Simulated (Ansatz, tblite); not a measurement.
# The cluster Sn2F3: isomers from a random search, part 1 of 2

Which shape does the cluster Sn2F3 prefer? Candidates from a tight-binding search are relaxed and compared.

Computed with Ansatz 0.2.0, Gaussian basis. Level: relaxed with PBE0-D4/def2-SVP, doublet.

5 further runs of the same task are left out: 5 set aside as unsound or not needed. Runs told in other sessions of the task aren't counted.

### Step 1. The starting structure

5 atoms, charge 0, spin multiplicity 2.

Atoms are counted from 1 here; the program's logs count them from 0.

Bond lengths: Sn1–F3 2.185 Å, Sn1–F5 1.966 Å, Sn2–F3 2.186 Å, Sn2–F4 1.966 Å. Angles: F3–Sn1–F5 99.4°, F3–Sn2–F4 100.0°, Sn1–F3–Sn2 85.7°.

As a file:

```
Sn    0.0539   -0.7684   -1.2918
Sn   -0.4375    0.7273    1.2312
F     1.3884    0.1269    0.1893
F    -0.7566   -0.8830    2.3136
F    -0.2482    0.7973   -2.4422
```

Sn takes a core potential in the def2 sets. No spin-orbit coupling is included.

A search from random starts with GFN1-xTB found 6 distinct shapes; 2 go on here. The structure above is candidate A, which lies 0.00 eV above the lowest at that level; B lies 0.34 eV above the lowest at that level.

### Step 2. Relaxing candidate A

Contents of in.yaml:

```yaml
crystal:
  periodic: [false, false, false]
  atoms:
    - {symbol: Sn, position_ang: [0.053920, -0.768450, -1.291830]}
    - {symbol: Sn, position_ang: [-0.437540, 0.727260, 1.231180]}
    - {symbol: F, position_ang: [1.388370, 0.126860, 0.189290]}
    - {symbol: F, position_ang: [-0.756590, -0.882960, 2.313590]}
    - {symbol: F, position_ang: [-0.248170, 0.797300, -2.442230]}
basis:
  gaussian: {orbitals: def2-SVP}
magnetization: {spin_polarized: true, initial_magnetization: 1}
hamiltonian: {xc: pbe0, dispersion: d4}
scf: {lower_state_search: "off"}
output: {orbitals: {seedname: orbitals}}
relax: {f_tol: 0.02, max_steps: 100}
```

Command:

```sh
ansatz run in.yaml --threads 4 --pin off --events-out ev --progress --plain --max-ram 4787MiB
```

The program printed, shortened:

```text
Functional definition: PBE0
  name "PBE0"
  cite "Adamo & Barone, J. Chem. Phys. 110, 6158 (1999) doi:10.1063/1.478522"
  cite "Perdew, Burke & Ernzerhof, Phys. Rev. Lett. 77, 3865 (1996) doi:10.1103/PhysRevLett.77.3865"
  parent pbe
[...]
1170 factors; integrals over basis functions are off by at most 1.5e-4 eV
[...]
mean field -19802.70276646 eV, -727.7359039135 hartree, gradient 5.7e-6 eV, S^2 0.757403; 0 other end points of the search recorded, 0 dependent functions left out
[...]
reference -19802.70279639 eV, -727.7359050132 hartree; 36, 35 occupied and 58, 59 virtual orbitals, 1170 factors
relax step   1: F+E_penalty+E_count = -19802.83469381 eV  Δ(F+E_penalty+E_count) = +0.000e0 eV  max|allowed force component| = 3.174e-1 eV/Å  Δτ_max = 0.0000 Å  (17 SCF iters, accepted)
[...]
relax step   7: F+E_penalty+E_count = -19802.93525844 eV  Δ(F+E_penalty+E_count) = -1.241e-4 eV  max|allowed force component| = 6.779e-2 eV/Å  Δτ_max = 0.0084 Å  (24 SCF iters, accepted)
[...]
relax step   8: F+E_penalty+E_count = -19802.93569423 eV  Δ(F+E_penalty+E_count) = -4.358e-4 eV  max|allowed force component| = 1.617e-3 eV/Å  Δτ_max = 0.0048 Å  (16 SCF iters, accepted)
Total energy: -19802.93572407 eV, -727.7444649478 hartree
Atom 0 at    -0.057793    -0.822002    -1.345594 Å, force     0.000545     0.000133    -0.000184 eV/Å
Atom 1 at    -0.569056     0.762212     1.254285 Å, force     0.001074    -0.000822     0.001218 eV/Å
Atom 2 at     1.181534     0.107478     0.164498 Å, force    -0.001617     0.000476    -0.000513 eV/Å
Atom 3 at    -0.528689    -0.874413     2.334998 Å, force    -0.000218     0.000894    -0.001177 eV/Å
Atom 4 at    -0.026006     0.826735    -2.408187 Å, force     0.000217    -0.000680     0.000656 eV/Å
Dipole moment:    -0.306838    -0.029424    -0.045276 e Å
Checks for a lower state left out: stability, starts, cluster_reference, orbital_swaps, neighbouring_geometries, increment
```

Wall time 14 s (4 threads of Arm Neoverse V2, shared host).

Step by step: (the energy doesn't fall at every step)

| step | energy from step 1 (eV) | largest force component (eV/Å) |
| --- | --- | --- |
| 1 | 0.0000 | 0.3174 |
| 2 | -0.0355 | 0.4902 |
| 3 | -0.0791 | 0.2207 |
| 4 | -0.0914 | 0.1046 |
| 5 | -0.0901 | 0.1864 |
| 6 | -0.1004 | 0.0896 |
| 7 | -0.1006 | 0.0678 |
| 8 | -0.1010 | 0.0016 |

Distances of close pairs at the start and the end, largest changes first:

| bond | before (Å) | after (Å) | change (Å) |
| --- | --- | --- | --- |
| Sn1–Sn2 | 2.974 | 3.087 | +0.113 |
| Sn2–F3 | 2.186 | 2.164 | -0.023 |
| Sn1–F3 | 2.185 | 2.163 | -0.022 |
| Sn2–F4 | 1.966 | 1.962 | -0.005 |
| Sn1–F5 | 1.966 | 1.962 | -0.005 |

### Step 3. Relaxing candidate B

Contents of in.yaml:

```yaml
crystal:
  periodic: [false, false, false]
  atoms:
    - {symbol: Sn, position_ang: [1.287740, 1.492640, -0.674130]}
    - {symbol: Sn, position_ang: [-0.542930, -0.927600, -0.593330]}
    - {symbol: F, position_ang: [1.405130, -0.384510, 0.354210]}
    - {symbol: F, position_ang: [-0.790720, 1.260020, -0.213230]}
    - {symbol: F, position_ang: [-1.359220, -1.440550, 1.126490]}
basis:
  gaussian: {orbitals: def2-SVP}
magnetization: {spin_polarized: true, initial_magnetization: 1}
hamiltonian: {xc: pbe0, dispersion: d4}
scf: {lower_state_search: "off"}
output: {orbitals: {seedname: orbitals}}
relax: {f_tol: 0.02, max_steps: 100}
```

Launched as before.

The program printed, shortened:

```text
Functional definition: PBE0
  name "PBE0"
  cite "Adamo & Barone, J. Chem. Phys. 110, 6158 (1999) doi:10.1063/1.478522"
  cite "Perdew, Burke & Ernzerhof, Phys. Rev. Lett. 77, 3865 (1996) doi:10.1103/PhysRevLett.77.3865"
  parent pbe
[...]
1168 factors; integrals over basis functions are off by at most 1.9e-4 eV
[...]
mean field -19802.92527201 eV, -727.7440808417 hartree, gradient 3.9e-6 eV, S^2 0.753533; 0 other end points of the search recorded, 0 dependent functions left out
[...]
reference -19802.92530103 eV, -727.7440819080 hartree; 36, 35 occupied and 58, 59 virtual orbitals, 1168 factors
relax step   1: F+E_penalty+E_count = -19803.05644620 eV  Δ(F+E_penalty+E_count) = +0.000e0 eV  max|allowed force component| = 7.923e-1 eV/Å  Δτ_max = 0.0000 Å  (17 SCF iters, accepted)
[...]
relax step  12: F+E_penalty+E_count = -19803.46551981 eV  Δ(F+E_penalty+E_count) = -1.383e-4 eV  max|allowed force component| = 3.787e-3 eV/Å  Δτ_max = 0.0135 Å  (17 SCF iters, accepted)
Total energy: -19803.46554892 eV, -727.7639356516 hartree
Atom 0 at     1.238533     1.669732     0.031247 Å, force     0.001604     0.003085     0.002686 eV/Å
Atom 1 at    -0.701293    -1.131351    -0.559576 Å, force    -0.002285    -0.003787    -0.002533 eV/Å
Atom 2 at     1.298173    -0.500046    -0.150986 Å, force    -0.003756     0.001096    -0.000841 eV/Å
Atom 3 at    -0.714109     1.002176    -0.666071 Å, force     0.002175    -0.003376     0.000615 eV/Å
Atom 4 at    -1.121304    -1.040510     1.345396 Å, force     0.002262     0.002981     0.000073 eV/Å
Dipole moment:     0.144911     0.038378    -0.453893 e Å
Checks for a lower state left out: stability, starts, cluster_reference, orbital_swaps, neighbouring_geometries, increment
```

Wall time 20 s (4 threads of Arm Neoverse V2, shared host).

Along the way: (the energy doesn't fall at every step)

| step | energy from step 1 (eV) | largest force component (eV/Å) |
| --- | --- | --- |
| 1 | 0.0000 | 0.7923 |
| 2 | -0.1695 | 0.7639 |
| 3 | -0.0964 | 2.2506 |
| 4 | -0.2752 | 0.1830 |
| 5 | -0.3145 | 0.1556 |
| 6 | -0.3632 | 0.1248 |
| 7 | -0.3997 | 0.0715 |
| 8 | -0.3953 | 0.3828 |
| 9 | -0.4072 | 0.0299 |
| 10 | -0.4089 | 0.0131 |
| 11 | -0.4088 | 0.0458 |
| 12 | -0.4091 | 0.0038 |

The force was under the threshold of 0.02 eV/Å already at step 10, but the program went on to step 12.

Close pairs (by a distance rule), those that changed most:

| bond | before (Å) | after (Å) | change (Å) |
| --- | --- | --- | --- |
| Sn1–Sn2 | 3.036 | 3.458 | +0.422 |
| Sn2–F4 | 2.234 | 2.136 | -0.098 |
| Sn2–F3 | 2.233 | 2.136 | -0.097 |
| Sn1–F4 | 2.142 | 2.178 | +0.037 |
| Sn1–F3 | 2.144 | 2.178 | +0.035 |
| Sn2–F5 | 1.972 | 1.953 | -0.019 |

### Step 4. The relaxed candidates

| candidate | point group | bonds (count, mean Å) | energy above the lowest (eV) |
| --- | --- | --- | --- |
| A | C2 | F–Sn 4, 2.06 | 0.530 |
| B | Cs | F–Sn 5, 2.12 | 0.000 |

### Step 5. Candidate A, first pass, PBE0-D4/def2-SVP

start.molden holds the orbitals of an earlier run on this state, given as this run's starting guess.

Contents of in.yaml:

```yaml
crystal:
  periodic: [false, false, false]
  atoms:
    - {symbol: Sn, position_ang: [-0.057793, -0.822002, -1.345594]}
    - {symbol: Sn, position_ang: [-0.569056, 0.762212, 1.254285]}
    - {symbol: F, position_ang: [1.181534, 0.107478, 0.164498]}
    - {symbol: F, position_ang: [-0.528689, -0.874413, 2.334998]}
    - {symbol: F, position_ang: [-0.026006, 0.826735, -2.408187]}
basis:
  gaussian: {orbitals: def2-SVP, initial_orbitals: start.molden}
magnetization: {spin_polarized: true, initial_magnetization: 1}
hamiltonian: {xc: pbe0, dispersion: d4}
output: {orbitals: {seedname: orbitals}}
```

The command is unchanged.

The program printed:

```text
Functional definition: PBE0
  name "PBE0"
  cite "Adamo & Barone, J. Chem. Phys. 110, 6158 (1999) doi:10.1063/1.478522"
  cite "Perdew, Burke & Ernzerhof, Phys. Rev. Lett. 77, 3865 (1996) doi:10.1103/PhysRevLett.77.3865"
  parent pbe
  parameter a = 0.25
  parameter kappa = 0.804
  parameter beta = 0.06672455060314922
  exchange = (1 - a)*pbe_x(kappa = kappa, mu = beta*pi^2/3) + a*exact_x
  correlation = pbe_c(beta = beta)
1063 factors; integrals over basis functions are off by at most 2.1e-4 eV
mean field evaluation 1: about -19789.7847 eV, gradient 3.8e1 eV
mean field evaluation 2: about -19798.8250 eV, gradient 1.1e1 eV
mean field evaluation 4: about -19802.7020 eV, gradient 5.2e-1 eV
mean field evaluation 8: about -19802.8009 eV, gradient 1.3e-5 eV
mean field evaluation 16: about -19802.7985 eV, gradient 5.9e-1 eV
mean field -19802.80086634 eV, -727.7395090174 hartree, gradient 6.0e-5 eV, S^2 0.756306; 1 other end points of the search recorded, 0 dependent functions left out
reference -19802.80089608 eV, -727.7395101104 hartree; 36, 35 occupied and 58, 59 virtual orbitals, 1063 factors
Total energy: -19802.93559423 eV, -727.7444601761 hartree
```

Wall time 2.9 s (4 threads of Arm Neoverse V2, shared host).

Report: HOMO -5.64 eV, LUMO -3.32 eV (over both spins); ⟨S²⟩ 0.756 (pure: 0.75).

### Step 6. Candidate A, GFN1-xTB

Tight binding, by tblite at 300 K electronic temperature and without a spin-polarisation term:

```python
tblite.interface.Calculator('GFN1-xTB', numbers, positions, charge=0, uhf=1).singlepoint()
```

Energy -558.7101 eV; 0.003 s.

### Step 7. Candidate A, GFN2-xTB

Tight binding, by tblite at 300 K electronic temperature and without a spin-polarisation term:

```python
tblite.interface.Calculator('GFN2-xTB', numbers, positions, charge=0, uhf=1).singlepoint()
```

Energy -505.6913 eV; 0.003 s.

### Step 8. Candidate A, PBE0-D4/def2-TZVP

in.yaml: that of step 5 with these lines changed.

```diff
@@ -9,5 +9,6 @@
 basis:
-  gaussian: {orbitals: def2-SVP, initial_orbitals: start.molden}
+  gaussian: {orbitals: def2-TZVP, initial_orbitals: start.molden}
 magnetization: {spin_polarized: true, initial_magnetization: 1}
 hamiltonian: {xc: pbe0, dispersion: d4}
+scf: {omitted_lower_state_checks: [starts]}
 output: {orbitals: {seedname: orbitals}}
```

Launched as before.

The program printed:

```text
Functional definition: PBE0
  name "PBE0"
  cite "Adamo & Barone, J. Chem. Phys. 110, 6158 (1999) doi:10.1063/1.478522"
  cite "Perdew, Burke & Ernzerhof, Phys. Rev. Lett. 77, 3865 (1996) doi:10.1103/PhysRevLett.77.3865"
  parent pbe
  parameter a = 0.25
  parameter kappa = 0.804
  parameter beta = 0.06672455060314922
  exchange = (1 - a)*pbe_x(kappa = kappa, mu = beta*pi^2/3) + a*exact_x
  correlation = pbe_c(beta = beta)
these checks for a lower state are left out or cut short: starts
1390 factors; their error is unknown
mean field evaluation 1: about -19808.8228 eV, gradient 1.4e2 eV
mean field evaluation 2: about -19813.3770 eV, gradient 5.6e0 eV
mean field evaluation 4: about -19813.7710 eV, gradient 2.8e-1 eV
mean field evaluation 8: about -19813.7716 eV, gradient 2.6e-5 eV
mean field -19813.77158815 eV, -728.1426756079 hartree, gradient 2.6e-5 eV, S^2 0.757592; 0 other end points of the search recorded, 0 dependent functions left out
reference -19813.77162658 eV, -728.1426770200 hartree; 36, 35 occupied and 157, 158 virtual orbitals, 1390 factors
Total energy: -19813.90632473 eV, -728.1476270858 hartree
Checks for a lower state left out: starts
```

Wall time 4.7 s (4 threads of Arm Neoverse V2, shared host); peak memory 0.65 GiB.

From the report: HOMO -5.81 eV, LUMO -3.39 eV (over both spins); ⟨S²⟩ 0.758 (pure: 0.75).

### Step 9. Candidate A, PBE-D4/def2-TZVP

in.yaml: that of step 8 with these lines changed.

```diff
@@ -11,4 +11,4 @@
 magnetization: {spin_polarized: true, initial_magnetization: 1}
-hamiltonian: {xc: pbe0, dispersion: d4}
+hamiltonian: {xc: pbe, dispersion: d4}
 scf: {omitted_lower_state_checks: [starts]}
-output: {orbitals: {seedname: orbitals}}
+output: {forces: true, orbitals: {seedname: orbitals}}
```

The command is unchanged.

The program printed, shortened:

```text
Functional definition: PBE
  name "PBE"
  cite "Perdew, Burke & Ernzerhof, Phys. Rev. Lett. 77, 3865 (1996) doi:10.1103/PhysRevLett.77.3865"
  parent pbe
[...]
1244 factors; their error is unknown
[...]
mean field -19813.90536643 eV, -728.1475918689 hartree, gradient 4.0e-5 eV, S^2 0.752879; 0 other end points of the search recorded, 0 dependent functions left out
[...]
reference -19813.90541802 eV, -728.1475937647 hartree; 36, 35 occupied and 157, 158 virtual orbitals, 1244 factors
Total energy: -19814.06330859 eV, -728.1533961361 hartree
Atom 0 at    -0.057793    -0.822002    -1.345594 Å, force    -0.084103    -0.324475    -0.086238 eV/Å
Atom 1 at    -0.569056     0.762212     1.254285 Å, force    -0.161726     0.300886     0.051931 eV/Å
Atom 2 at     1.181534     0.107478     0.164498 Å, force     0.263443     0.024422     0.036788 eV/Å
Atom 3 at    -0.528689    -0.874413     2.334998 Å, force    -0.010928    -0.202508     0.148651 eV/Å
Atom 4 at    -0.026006     0.826735    -2.408187 Å, force    -0.006686     0.201676    -0.151132 eV/Å
Dipole moment:    -0.283533    -0.027241    -0.042117 e Å
Checks for a lower state left out: starts
```

It took 3.3 s on 4 threads of Arm Neoverse V2, shared host.

Report: HOMO -4.88 eV, LUMO -4.05 eV (over both spins); ⟨S²⟩ 0.753 (pure: 0.75).

### Step 10. Candidate A, r2SCAN-D4/def2-TZVP

in.yaml: that of step 9 with these lines changed.

```diff
@@ -11,4 +11,4 @@
 magnetization: {spin_polarized: true, initial_magnetization: 1}
-hamiltonian: {xc: pbe, dispersion: d4}
+hamiltonian: {xc: r2scan, dispersion: d4}
 scf: {omitted_lower_state_checks: [starts]}
-output: {forces: true, orbitals: {seedname: orbitals}}
+output: {orbitals: {seedname: orbitals}}
```

Launched as before.

The program printed:

```text
Functional definition: r2SCAN
  name "r2SCAN"
  cite "Furness, Kaplan, Ning, Perdew & Sun, J. Phys. Chem. Lett. 11, 8208 (2020) doi:10.1021/acs.jpclett.0c02405"
  cite "Furness, Kaplan, Ning, Perdew & Sun, J. Phys. Chem. Lett. 11, 9248 (2020) doi:10.1021/acs.jpclett.0c03077"
  parent r2scan
  parameter k0 = 0.174
  parameter k1 = 0.065
  parameter a1 = 4.9479
  exchange = r2scan_x(k0 = k0, k1 = k1, a1 = a1)
  correlation = r2scan_c
these checks for a lower state are left out or cut short: starts
1244 factors; their error is unknown
mean field evaluation 1: about -19822.5082 eV, gradient 4.6e0 eV
mean field evaluation 2: about -19822.5658 eV, gradient 7.8e-2 eV
mean field evaluation 4: about -19822.5561 eV, gradient 4.0e-4 eV
mean field -19822.55605260 eV, -728.4654987221 hartree, gradient 2.3e-5 eV, S^2 0.760159; 0 other end points of the search recorded, 0 dependent functions left out
reference -19822.55607407 eV, -728.4654995108 hartree; 36, 35 occupied and 157, 158 virtual orbitals, 1244 factors
Total energy: -19822.58832108 eV, -728.4666845668 hartree
Checks for a lower state left out: starts
```

It took 7.5 s on 4 threads of Arm Neoverse V2, shared host.

Report: HOMO -5.24 eV, LUMO -3.86 eV (over both spins); ⟨S²⟩ 0.760 (pure: 0.75).

### Step 11. Candidate A, r2SCAN0-D4/def2-TZVP

in.yaml: that of step 10 with these lines changed.

```diff
@@ -11,3 +11,3 @@
 magnetization: {spin_polarized: true, initial_magnetization: 1}
-hamiltonian: {xc: r2scan, dispersion: d4}
+hamiltonian: {xc: {name: r2SCAN0}, dispersion: d4}
 scf: {omitted_lower_state_checks: [starts]}
```

Launched as before.

The program printed, shortened:

```text
Functional definition: r2SCAN0
  name "r2SCAN0"
  cite "Bursch, Neugebauer, Ehlert & Grimme, J. Chem. Phys. 156, 134105 (2022) doi:10.1063/5.0086040"
  cite "Furness, Kaplan, Ning, Perdew & Sun, J. Phys. Chem. Lett. 11, 8208 (2020) doi:10.1021/acs.jpclett.0c02405"
  cite "Furness, Kaplan, Ning, Perdew & Sun, J. Phys. Chem. Lett. 11, 9248 (2020) doi:10.1021/acs.jpclett.0c03077"
  parent r2scan
[...]
1390 factors; their error is unknown
[...]
mean field -19819.55114441 eV, -728.3550703830 hartree, gradient 1.2e-5 eV, S^2 0.765944; 0 other end points of the search recorded, 0 dependent functions left out
reference -19819.55116084 eV, -728.3550709865 hartree; 36, 35 occupied and 157, 158 virtual orbitals, 1390 factors
Total energy: -19819.59241966 eV, -728.3565872203 hartree
Checks for a lower state left out: starts
```

Wall time 9.5 s (4 threads of Arm Neoverse V2, shared host); peak memory 0.72 GiB.

HOMO -6.08 eV, LUMO -3.23 eV (over both spins); ⟨S²⟩ 0.766 (pure: 0.75).

### Step 12. Candidate A, LC-ωPBE/def2-TZVP

in.yaml: that of step 11 with these lines changed.

```diff
@@ -11,3 +11,3 @@
 magnetization: {spin_polarized: true, initial_magnetization: 1}
-hamiltonian: {xc: {name: r2SCAN0}, dispersion: d4}
+hamiltonian: {xc: {name: LC-wPBE}}
 scf: {omitted_lower_state_checks: [starts]}
```

Same command.

The program printed, shortened:

```text
Functional definition: LC-wPBE
  name "LC-wPBE"
  cite "Vydrov & Scuseria, J. Chem. Phys. 125, 234109 (2006) doi:10.1063/1.2409292"
  cite "Heyd & Scuseria, J. Chem. Phys. 120, 7274 (2004) doi:10.1063/1.1668634"
  cite "Ernzerhof & Perdew, J. Chem. Phys. 109, 3313 (1998) doi:10.1063/1.476928"
  cite "Perdew, Burke & Ernzerhof, Phys. Rev. Lett. 77, 3865 (1996) doi:10.1103/PhysRevLett.77.3865"
  parent pbe
[...]
1244 factors; their error is unknown
367 factors; integrals over basis functions are off by at most 4.3e-5 eV
[...]
mean field -19818.18341868 eV, -728.3048073894 hartree, gradient 1.4e-5 eV, S^2 0.774348; 0 other end points of the search recorded, 0 dependent functions left out
reference -19818.18341869 eV, -728.3048073898 hartree; 36, 35 occupied and 157, 158 virtual orbitals, 1244 factors
Total energy: -19818.18341869 eV, -728.3048073898 hartree
Checks for a lower state left out: starts
```

Wall time 4.2 s (4 threads of Arm Neoverse V2, shared host).

Report: HOMO -8.00 eV, LUMO -1.33 eV (over both spins); ⟨S²⟩ 0.774 (pure: 0.75).

### Step 13. Candidate A, ωB97M-V/def2-TZVP

in.yaml: that of step 12 with these lines changed.

```diff
@@ -11,3 +11,3 @@
 magnetization: {spin_polarized: true, initial_magnetization: 1}
-hamiltonian: {xc: {name: LC-wPBE}}
+hamiltonian: {xc: {name: wB97M-V}}
 scf: {omitted_lower_state_checks: [starts]}
```

Launched as before.

The program printed, shortened:

```text
Functional definition: wB97M-V
  name "wB97M-V"
  cite "Mardirossian & Head-Gordon, J. Chem. Phys. 144, 214110 (2016) doi:10.1063/1.4952647"
  cite "Becke, J. Chem. Phys. 107, 8554 (1997) doi:10.1063/1.475007"
  cite "Vydrov & Van Voorhis, J. Chem. Phys. 133, 244103 (2010) doi:10.1063/1.3521275"
  # Of w^i u^j: cxij and so on, Table III.
[...]
  gx(w, u) = 1 - cx + cx01*u + cx10*w
  gss(w, u) = css00 + css04*u^4 + css10*w + css20*w^2 + css43*w^4*u^3
  gos(w, u) = cos00 + cos10*w + (cos20 + cos21*u)*w^2 + (cos60 + cos61*u)*w^6
[...]
      + integral(e_c_pw_mod_opposite_spin*gos(b97_w_opposite, b97_u_opposite)) + vv10(b, c)
[...]
1332 factors; their error is unknown
249 factors; integrals over basis functions are off by at most 2.1e-5 eV
[...]
mean field -19816.86577182 eV, -728.2563847605 hartree, gradient 2.1e-5 eV, S^2 0.760241; 0 other end points of the search recorded, 0 dependent functions left out
reference -19816.86582857 eV, -728.2563868458 hartree; 36, 35 occupied and 157, 158 virtual orbitals, 1332 factors
Total energy: -19816.86582857 eV, -728.2563868458 hartree
Checks for a lower state left out: starts
```

It took 15 s on 4 threads of Arm Neoverse V2, shared host; peak memory 0.94 GiB.

From the report: HOMO -7.41 eV, LUMO -1.76 eV (over both spins); ⟨S²⟩ 0.760 (pure: 0.75).

### Step 14. Candidate A, PBE-D4/def2-SVP

in.yaml: that of step 13 with these lines changed.

```diff
@@ -9,5 +9,5 @@
 basis:
-  gaussian: {orbitals: def2-TZVP, initial_orbitals: start.molden}
+  gaussian: {orbitals: def2-SVP, initial_orbitals: start.molden}
 magnetization: {spin_polarized: true, initial_magnetization: 1}
-hamiltonian: {xc: {name: wB97M-V}}
+hamiltonian: {xc: pbe, dispersion: d4}
 scf: {omitted_lower_state_checks: [starts]}
```

Launched as before.

The program printed:

```text
Functional definition: PBE
  name "PBE"
  cite "Perdew, Burke & Ernzerhof, Phys. Rev. Lett. 77, 3865 (1996) doi:10.1103/PhysRevLett.77.3865"
  parent pbe
  parameter kappa = 0.804
  parameter beta = 0.06672455060314922
  exchange = pbe_x(kappa = kappa, mu = beta*pi^2/3)
  correlation = pbe_c(beta = beta)
these checks for a lower state are left out or cut short: starts
1026 factors; their error is unknown
mean field evaluation 1: about -19802.1678 eV, gradient 2.4e1 eV
mean field evaluation 2: about -19802.8412 eV, gradient 9.4e-1 eV
mean field evaluation 4: about -19802.8271 eV, gradient 5.3e-2 eV
mean field -19802.82710080 eV, -727.7404731159 hartree, gradient 6.9e-5 eV, S^2 0.752139; 0 other end points of the search recorded, 0 dependent functions left out
reference -19802.82714036 eV, -727.7404745700 hartree; 36, 35 occupied and 58, 59 virtual orbitals, 1026 factors
Total energy: -19802.98503093 eV, -727.7462769413 hartree
Checks for a lower state left out: starts
```

Wall time 1.1 s (4 threads of Arm Neoverse V2, shared host).

HOMO -4.66 eV, LUMO -3.92 eV (over both spins); ⟨S²⟩ 0.752 (pure: 0.75).

(Continued in part 2 of 2.)
